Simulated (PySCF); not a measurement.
# CH7B2N: the cost of one run

The runs use PySCF 2.14.0, with density-fitted response routines of our own; the level of theory stands in each step. All values are computed, except where a source is named. Atoms count from 0, in the outputs and in this text.

**1. The starting structure**

11 atoms, charge 0, multiplicity 1; geometry from: GFN2-xTB. The atoms were then displaced at random by about 0.01 Å, so the start is not that level's minimum.

Bonds of the start (Å): B0–N1 1.44, N1–B2 1.43, B2–C3 1.54, B0–H4 1.16, B0–H5 1.14, N1–H6 1.01, B2–H7 1.16, C3–H8 1.09, C3–H9 1.12, C3–H10 1.08.

**2. Geometry optimisation at PBE0-D3(BJ)/def2-SVP**

What the job is given:

```
{"job": {"xc": "PBE0", "basis": "def2-SVP", "d3": "d3bj", "grid": 1, "shake": 0.01, "kind": "geom"}, "charge": 0, "multiplicity": 1}
B      2.146690    -0.305070    -0.109370
N      0.814430     0.228600    -0.027410
B     -0.429320    -0.448990    -0.199270
C     -1.745670     0.329230    -0.053950
H      3.035800     0.431450     0.042870
H      2.272640    -1.409190    -0.353890
H      0.753800     1.219360     0.183550
H     -0.370550    -1.586620    -0.438110
H     -2.361790     0.254710    -0.948890
H     -2.398590    -0.121280     0.738420
H     -1.679330     1.381970     0.190300
```

Run with:

```sh
> OMP_NUM_THREADS=1 python probes_run.py task.json out
```

The driver reads the jobs from task.json and runs them one after another.

Q: Estimate the wall time and peak memory of this first job on 1 thread of Arm Neoverse V1, shared host.

About 18 s, with a peak of 0.37 GiB.
